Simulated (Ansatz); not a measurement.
Predict the output of the script below (the Python package of Ansatz (0.2.0)).

`deck.py`
```python
import ansatz as az
import numpy as np

DECK = """
crystal:
  periodic: [false, false, false]
  atoms:
    - { symbol: F, position_ang: [0.2782, -0.0103, 1.7013] }
    - { symbol: Ge, position_ang: [0.4624, 0.1364, -0.0482] }
    - { symbol: Br, position_ang: [-0.6155, -1.661, -1.0969] }
    - { symbol: H, position_ang: [-0.0696, 1.4746, -0.5766] }
magnetization:
  spin_polarized: true
  initial_magnetization: 1
basis:
  gaussian: { orbitals: def2-SVP }
hamiltonian:
  xc: pbe
output:
  forces: true
"""


def main() -> None:
    session = az.Session.from_yaml(DECK)
    summary = session.plan(threads=1).execute().report

    for key in ("converged", "free_energy_ev", "reference_energy_ev", "n_frozen", "n_occupied", "n_virtual"):
        print(f"{key:22s} {summary[key]}")
    symbols = ["F", "Ge", "Br", "H"]

    print("forces (eV/A)")
    for symbol, f in zip(symbols, summary["forces_ev_ang"]):
        print(f"  {symbol:2s} {f[0]:9.4f} {f[1]:9.4f} {f[2]:9.4f}")
    charges = summary["charge_distribution"]
    print("dipole moment", round(4.803205 * float(np.linalg.norm(charges["dipole_moment_e_ang"])), 3), "D")
    print("Mulliken:", [(s, round(q, 3)) for s, q in zip(symbols, charges["mulliken_charges_e"])])


if __name__ == "__main__":
    main()
```

```console
$ python deck.py
converged              True
free_energy_ev         -129259.22764686597
reference_energy_ev    -129259.22764686597
n_frozen               0
n_occupied             [39, 38]
n_virtual              [44, 45]
forces (eV/A)
  F    -0.2588    0.1538   -0.0628
  Ge    0.8838   -0.9262   -0.0009
  Br   -0.0881    0.1519    0.0997
  H    -0.5369    0.6205   -0.0360
dipole moment 1.765 D
Mulliken: [('F', -0.316), ('Ge', 0.532), ('Br', -0.185), ('H', -0.03)]
```

Total energies depend on the basis set; only differences at equal settings carry meaning. The geometry is a force-field or estimated start, not a minimum of this method, and the basis set is short of its limit. The run takes the species as open-shell (spin multiplicity 2), which needn't be its ground state. It ran for 2.6 s on 1 thread of Arm Neoverse V2, with other jobs on the host, peak memory 0.19 GiB.
